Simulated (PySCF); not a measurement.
# In(NH3)Cl3: geometry, NMR shifts and electronic excitations

Wanted: the NMR shifts and electronic excitations of In(NH3)Cl3 (`[NH3]->[In]([Cl])([Cl])[Cl]`), by calculation.

The runs use PySCF 2.14.0, with density-fitted response routines of our own; the level of theory stands in each step. All values are computed, except where a source is named. Atoms count from 0, in the outputs and in this text.

## (1) The molecule as given

8 atoms, charge 0, multiplicity 1; geometry from: GFN2-xTB.

Bonds of the start (Å): In0–N1 2.41, In0–Cl5 2.30, In0–Cl6 2.30, In0–Cl7 2.30, N1–H2 1.02, N1–H3 1.02, N1–H4 1.02.

## (2) Geometry optimisation at PBE0-D3(BJ)/def2-SVP

Job settings and geometry (Å):

```
{"job": {"xc": "PBE0", "basis": "def2-SVP", "d3": "d3bj", "grid": 1, "maxiter": 40, "kind": "geom"}, "charge": 0, "multiplicity": 1}
In    -0.000960     0.002460    -1.235500
N      0.000860    -0.001680     1.175110
H     -0.952200     0.047690     1.524300
H      0.521550     0.798220     1.524000
H      0.434620    -0.853240     1.520750
Cl     2.285590    -0.017210    -1.504570
Cl    -1.128830     1.992110    -1.499560
Cl    -1.160620    -1.968350    -1.504520
```

**Question.** This job is followed by: GIAO PBE0/pcSseg-1 In:def2-TZVP NMR shielding, non-relativistic, gas phase; TDDFT wB97X-D/def2-SVPD, vertical, gas phase, core orbitals frozen in the response; GIAO wB97X-D/pcSseg-1 In:def2-TZVP NMR shielding, non-relativistic, gas phase. Predict these results of the whole session: rotational constants (main isotopes); ¹H shifts against TMS (PBE0/def2-TZVP+pcSseg-1, means over atoms taken as alike); ¹⁵N shifts against NH3 (PBE0/def2-TZVP+pcSseg-1); ³⁵Cl shifts against HCl (PBE0/def2-TZVP+pcSseg-1, means over atoms taken as alike); lowest singlet (wB97X-D/def2-SVPD); brightest single state of those computed; lowest triplet; range of the shift of Cl5.

As calculated:

| quantity | value |
| --- | --- |
| rotational constants (main isotopes) | 1.31, 1.27, 0.89 GHz |
| ¹H shifts against TMS (PBE0/def2-TZVP+pcSseg-1, means over atoms taken as alike) | 1.84 ppm |
| ¹⁵N shifts against NH3 (PBE0/def2-TZVP+pcSseg-1) | 36.7 ppm |
| ³⁵Cl shifts against HCl (PBE0/def2-TZVP+pcSseg-1, means over atoms taken as alike) | -25 ppm |
| lowest singlet (wB97X-D/def2-SVPD) | 5.77 eV (215 nm), f = 0.000 |
| brightest single state of those computed | state 8, 7.54 eV, f = 0.212 |
| lowest triplet | 5.46 eV |
| range of the shift of Cl5 | -45 to -25 ppm |

In words: The optimisation took 31 steps and gained 0.079 eV; among the close pairs (by a distance rule), In0–N1 changed most, from 2.411 to 2.301 Å. No frequency check was run at this level, so the end point may be a saddle. At PBE0/def2-TZVP+pcSseg-1: The largest span, 196 ppm, is at Cl5, Cl6, Cl7, where the paramagnetic term is -180 ppm. The first singlet state (HOMO→LUMO 0.91) lies at 5.77 eV and is dark; of the 10 states computed, the strongest absorption comes from states 7 to 8 together at 7.54 eV. The lowest triplet lies 0.32 eV below the lowest singlet (triplets in Tamm-Dancoff, singlets in full TDDFT). Spin-orbit coupling, left out, mixes singlets and triplets in elements this heavy. In ppm, Cl5 (with its like atoms) moves most: its shift spreads over 20 ppm, from -45 (wB97X-D/def2-TZVP+pcSseg-1) to -25 (PBE0/def2-TZVP+pcSseg-1). Spin-orbit coupling is left out, which matters for shieldings and couplings at and beside the heavy atoms.
